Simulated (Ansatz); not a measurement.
# ClFH4OSi2, SMILES O[Si](F)([SiH3])Cl: vertical energies of changing the electron count

Computed with Ansatz 0.2.0 through its Python package.

The cells in order, each with its output:

In [1]:
```python
import ansatz as az
from ase import Atoms
```

In [2]:
```python
def energy_of(molecule, charge=0, unpaired=0):
    calc = (
        molecule.calculation()
        .basis(gaussian="def2-SVPD")
        .functional("hf")
    )
    if charge:
        calc = calc.charge(charge)
    if unpaired:
        calc = calc.spin("collinear", total=unpaired)
    report = calc.run(threads=1, backend="cpu").report
    if report["published_state_doubts"]:
        print("  doubts:", report["published_state_doubts"])
    return report["free_energy_ev"]
```

In [3]:
```python
atoms = Atoms(["O", "Si", "F", "Si", "Cl", "H", "H", "H", "H"], positions=[
    (-0.5345, 1.8423, -0.2808),
    (0.2967, 0.5041, -0.561),
    (1.8112, 0.9347, -0.5056),
    (-0.1211, -1.1862, 0.9068),
    (-0.1386, -0.004, -2.5124),
    (-0.3543, 2.638, -0.8839),
    (-1.6081, -1.5765, 0.8472),
    (0.6388, -2.4059, 0.6095),
    (0.0985, -0.7928, 2.3631),
])
clfh4osi2 = az.Crystal.molecule_from_ase(atoms)
```

In [4]:
```python
parent = energy_of(clfh4osi2, 0, 0)
cation = energy_of(clfh4osi2, 1, 1)
print(f"E(N)   = {parent:.5f} eV")
print(f"E(N-1) = {cation:.5f} eV  (1 unpaired)")
print(f"vertical ionisation energy {cation - parent:.3f} eV")
anion = energy_of(clfh4osi2, -1, 1)
print(f"E(N+1) = {anion:.5f} eV  (1 unpaired)")
print(f"vertical electron affinity {parent - anion:.3f} eV" + ("" if anion < parent else " (unbound in this basis)"))
print(f"fundamental gap IP - EA = {cation + anion - 2 * parent:.3f} eV")
```
```text
E(N)   = -33026.57795 eV
E(N-1) = -33015.52236 eV  (1 unpaired)
vertical ionisation energy 11.056 eV
E(N+1) = -33024.74765 eV  (1 unpaired)
vertical electron affinity -1.830 eV (unbound in this basis)
fundamental gap IP - EA = 12.886 eV
```

At this unrelaxed geometry removing an electron costs 11.06 eV and an added one is unbound in this basis (by 1.83 eV).

What to keep in mind:
- Total energies depend on the basis set; only differences at equal settings carry meaning.
- The geometry is a force-field or estimated start, not a minimum of this method, and the basis set is short of its limit. All parts are taken at fixed geometry, without zero-point energy. At an unrelaxed start these energies can be a whole eV from those at the minimum, and a small affinity can change sign.
- Hartree-Fock leaves correlation out, so bond, atomisation and ionisation energies come out well too low.
- A negative electron affinity means that the anion is unbound here; its size hangs on the basis and tends to about zero as the basis grows, and so does its part in any gap built on it.
- The whole script took 92 s on 1 thread of Intel(R) Xeon(R) Platinum 8488C (Sapphire Rapids), on a shared host, peak memory 0.81 GiB.

(Lines on the test bed's own set-up are left out of the output.)
